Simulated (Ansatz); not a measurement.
# AlBH2OSe: one structure at several levels

How do the functionals fare away from a minimum? The structure is a structure displaced at random from a GFN2-xTB minimum.

Program: Ansatz 0.2.0, Gaussian basis. Level of theory: single points in def2-TZVPP. These are calculated values, not measurements.

Correlated methods freeze the cores. Filled d shells of the heavier atoms are correlated. B3LYP uses VWN-RPA correlation.

**1. Starting geometry**

SMILES `[BH]1O[Se][AlH]1`, 6 atoms, charge 0, spin multiplicity 1.

Atoms are counted from 1 here; the program's logs count them from 0.

Bond lengths: B1–O2 1.378 Å, B1–Al4 2.092 Å, B1–H5 1.122 Å, O2–Se3 1.926 Å, Se3–Al4 2.377 Å, Al4–H6 1.542 Å. Angles: O2–B1–Al4 84.0°, O2–B1–H5 119.8°, Al4–B1–H5 156.0°, B1–O2–Se3 126.9°, O2–Se3–Al4 66.3°, B1–Al4–Se3 82.9°, B1–Al4–H6 151.0°, Se3–Al4–H6 125.7°.

Coordinates:

```xyz
6
AlBH2OSe
B     1.02550    0.05800   -0.54420
O     0.57090   -1.18670   -0.16470
Se   -1.04150   -1.57910    0.81250
Al   -0.70960    0.73880    0.40500
H     1.95910    0.14650   -1.15950
H    -1.71140    1.86270    0.73820
```

**2. CCSD(T)/def2-TZVPP**

Input file run/in.yaml:

```yaml
crystal:
  periodic: [false, false, false]
  atoms:
    - {symbol: B, position_ang: [1.025500, 0.058000, -0.544200]}
    - {symbol: O, position_ang: [0.570900, -1.186700, -0.164700]}
    - {symbol: Se, position_ang: [-1.041500, -1.579100, 0.812500]}
    - {symbol: Al, position_ang: [-0.709600, 0.738800, 0.405000]}
    - {symbol: H, position_ang: [1.959100, 0.146500, -1.159500]}
    - {symbol: H, position_ang: [-1.711400, 1.862700, 0.738200]}
basis:
  gaussian: {orbitals: def2-TZVPP}
correlation: {method: ccsd_t}
output: {forces: true}
```

No record of the launch command was kept for these runs.

**3. PBE0-D4/def2-TZVPP**

run/in.yaml: that of step 2 with these lines changed.

```diff
@@ -11,3 +11,3 @@
   gaussian: {orbitals: def2-TZVPP}
-correlation: {method: ccsd_t}
-output: {forces: true}
+hamiltonian: {xc: pbe0, dispersion: d4}
+output: {forces: true, orbitals: {seedname: orbitals}}
```

**4. wB97M-V/def2-TZVPP**

run/in.yaml: that of step 3 with these lines changed.

```diff
@@ -11,3 +11,3 @@
   gaussian: {orbitals: def2-TZVPP}
-hamiltonian: {xc: pbe0, dispersion: d4}
-output: {forces: true, orbitals: {seedname: orbitals}}
+hamiltonian: {xc: {name: wB97M-V}}
+output: {forces: true}
```

**5. r2SCAN-D4/def2-TZVPP**

run/in.yaml: that of step 4 with these lines changed.

```diff
@@ -11,3 +11,3 @@
   gaussian: {orbitals: def2-TZVPP}
-hamiltonian: {xc: {name: wB97M-V}}
+hamiltonian: {xc: r2scan, dispersion: d4}
 output: {forces: true}
```

**6. PBE-D4/def2-TZVPP**

run/in.yaml: that of step 5 with these lines changed.

```diff
@@ -11,3 +11,3 @@
   gaussian: {orbitals: def2-TZVPP}
-hamiltonian: {xc: r2scan, dispersion: d4}
+hamiltonian: {xc: pbe, dispersion: d4}
 output: {forces: true}
```

**7. B3LYP-D4/def2-TZVPP**

run/in.yaml: that of step 6 with these lines changed.

```diff
@@ -11,3 +11,3 @@
   gaussian: {orbitals: def2-TZVPP}
-hamiltonian: {xc: pbe, dispersion: d4}
+hamiltonian: {xc: {name: B3LYP}, dispersion: d4}
 output: {forces: true}
```

**8. HSE06-D4/def2-TZVPP**

run/in.yaml: that of step 7 with these lines changed.

```diff
@@ -11,3 +11,3 @@
   gaussian: {orbitals: def2-TZVPP}
-hamiltonian: {xc: {name: B3LYP}, dispersion: d4}
+hamiltonian: {xc: hse06, dispersion: d4}
 output: {forces: true}
```

(Steps that only read results are left out.)

**Question.** What will these runs give? Wanted: energy less free atoms, CCSD(T)/def2-TZVPP; RMS force component; RMS force error; HOMO and LUMO, PBE0-D4; T1 diagnostic.

The runs gave:

| quantity | value |
| --- | --- |
| energy less free atoms, CCSD(T)/def2-TZVPP | -1760.9 kJ/mol |
| RMS force component | 1.050 to 1.122 eV/Å over the methods |
| RMS force error | PBE0-D4 0.184, wB97M-V 0.166, r2SCAN-D4 0.113, PBE-D4 0.173, B3LYP-D4 0.159, HSE06-D4 0.184 eV/Å |
| HOMO and LUMO, PBE0-D4 | -6.86 and -2.41 eV |
| T1 diagnostic | 0.017 |

**Reading.** Against CCSD(T) the functionals' energies less atoms differ by -124.8 to -58.5 kJ/mol, PBE-D4 by -124.8 kJ/mol. CCSD(T) in triple zeta still lacks some correlation energy of the bonds, so part of these gaps is its own basis error and they don't rank the functionals. On forces the order runs from r2SCAN-D4 to PBE0-D4. Frozen-core CCSD(T) forces in triple zeta carry basis errors of their own, and this is one geometry, so small gaps rank nothing.
